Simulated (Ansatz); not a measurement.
# C₂H₇FOSi₂: one species, many methods

How much do the methods differ for C₂H₇FOSi₂? The plan is to run it at one geometry with functionals of several rungs and with coupled cluster, and see how far each lands from CCSD(T) at the basis-set limit for the atomisation energy.

The runs use Ansatz 0.2.0, Gaussian basis; functionals in def2-TZVPP, the program's frozen cores in correlated methods.

Levels to be run: LDA (SPW92), PBE-D4, revPBE-D4, BLYP-D4, r2SCAN-D4, B97M-V, PBE0-D4, B3LYP-D4, r2SCANh-D4, r2SCAN0-D4, HSE06-D4, BHLYP-D4, CAM-B3LYP-D4, LC-ωPBE, ωB97X-V, ωB97M-V, B2PLYP, PBE-QIDH; CCSD(T)/def2-SVP; CCSD(T)/def2-TZVPP; CCSD(T)/def2-QZVPP; extrapolation to the limit; RPA on PBE.

## (1) Structure used throughout

The geometry comes from an earlier relaxation with PBE0-D4 in a triple-zeta def2 set; it is a stationary point, not always the lowest conformer.

SMILES `C=C[SiH2]O[SiH2]F`, 13 atoms, charge 0, spin multiplicity 1.

Atoms are counted from 1 here; the program's logs count them from 0.

Bond lengths: C1–C2 1.330 Å, C1–H7 1.086 Å, C1–H8 1.086 Å, C2–Si3 1.850 Å, C2–H9 1.089 Å, Si3–O4 1.643 Å, Si3–H10 1.486 Å, Si3–H11 1.489 Å, O4–Si5 1.615 Å, Si5–F6 1.594 Å, Si5–H12 1.480 Å, Si5–H13 1.477 Å. Angles: C2–C1–H7 122.2°, C2–C1–H8 121.4°, H7–C1–H8 116.3°, C1–C2–Si3 123.1°, C1–C2–H9 118.5°, Si3–C2–H9 118.4°, C2–Si3–O4 108.2°, C2–Si3–H10 110.9°, C2–Si3–H11 110.8°, O4–Si3–H10 109.1°, O4–Si3–H11 109.4°, H10–Si3–H11 108.4°, Si3–O4–Si5 147.9°, O4–Si5–F6 109.7°, O4–Si5–H12 110.7°, O4–Si5–H13 108.6°, F6–Si5–H12 107.1°, F6–Si5–H13 107.6° and more.

## (2) LDA

This LDA is Slater exchange with PW92 correlation.

in.yaml reads:

```yaml
crystal:
  periodic: [false, false, false]
  atoms:
    - {symbol: C, position_ang: [-0.732232, -2.162704, 0.447185]}
    - {symbol: C, position_ang: [0.406338, -1.689676, 0.945200]}
    - {symbol: Si, position_ang: [0.951659, 0.064756, 0.728100]}
    - {symbol: O, position_ang: [-0.184144, 0.848590, -0.163627]}
    - {symbol: Si, position_ang: [-0.516368, 1.976511, -1.270842]}
    - {symbol: F, position_ang: [-0.436165, 3.422413, -0.604868]}
    - {symbol: H, position_ang: [-1.039953, -3.195256, 0.585205]}
    - {symbol: H, position_ang: [-1.408536, -1.530206, -0.120275]}
    - {symbol: H, position_ang: [1.047391, -2.365471, 1.510217]}
    - {symbol: H, position_ang: [1.091471, 0.743055, 2.042286]}
    - {symbol: H, position_ang: [2.261858, 0.128063, 0.024349]}
    - {symbol: H, position_ang: [0.480548, 1.946199, -2.364303]}
    - {symbol: H, position_ang: [-1.901467, 1.779025, -1.743830]}
basis:
  gaussian: {orbitals: def2-TZVPP}
hamiltonian: {xc: lda}
output: {orbitals: {seedname: orbitals}}
```

The runs that follow: PBE-D4 (GGA); revPBE-D4 (GGA); BLYP-D4 (GGA); r2SCAN-D4 (meta-GGA); B97M-V (meta-GGA); PBE0-D4 (hybrid); B3LYP-D4 (hybrid); r2SCANh-D4 (hybrid); r2SCAN0-D4 (hybrid); HSE06-D4 (hybrid); BHLYP-D4 (hybrid); CAM-B3LYP-D4 (range-separated); LC-ωPBE (range-separated); ωB97X-V (range-separated); ωB97M-V (range-separated); B2PLYP (double hybrid); PBE-QIDH (double hybrid); CCSD(T) in def2-SVP; CCSD(T) in def2-TZVPP; CCSD(T) in def2-QZVPP; RPA on PBE orbitals.

Q: Predict the results of all the runs planned. Wanted: atomisation energy, CCSD(T)/CBS; farthest beyond LDA; mean size of error, GGA; mean size of error, meta-GGA; mean size of error, hybrid; mean size of error, range-separated; mean size of error, double hybrid; gap, smallest and largest; T1 diagnostic.

As calculated:

| quantity | value |
| --- | --- |
| atomisation energy, CCSD(T)/CBS | 1215.4 kcal/mol |
| functionals within 6.1 kcal/mol (0.5 %) | PBE-D4, r2SCAN-D4, B97M-V, CAM-B3LYP-D4, ωB97X-V, ωB97M-V |
| farthest beyond LDA | BHLYP-D4 (-33.8 kcal/mol) |
| mean size of error, GGA | 12.8 kcal/mol |
| mean size of error, meta-GGA | 3.5 kcal/mol |
| mean size of error, hybrid | 16.9 kcal/mol |
| mean size of error, range-separated | 4.9 kcal/mol |
| mean size of error, double hybrid | 16.2 kcal/mol |
| gap, smallest and largest | 5.29 eV (LDA (SPW92)), 12.59 eV (LC-ωPBE) |
| T1 diagnostic | 0.0118 |
| triples share of the correlation energy | 3.5 % |

In words: LDA overbinds by 145.4 kcal/mol (12 %). PBE-D4 is off by +1.8 kcal/mol. Double hybrids carry the basis error of their MP2 part in triple zeta, and no dispersion term here, so their miss is partly the set-up's. The rungs meta-GGA, range-separated miss on average by less than the doubt on the reference (6.1 kcal/mol), so they tie. The reference freezes the cores and leaves out relativity and excitations past (T), so misses under about 6.1 kcal/mol can't be ranked. Hartree-Fock recovers 75 % of the binding; the rest is correlation. CCSD(T) in def2-SVP is off by -81.9 kcal/mol, worse than the median functional, from the basis alone. Orbital gaps span 5.3 to 12.6 eV; exact exchange widens them.
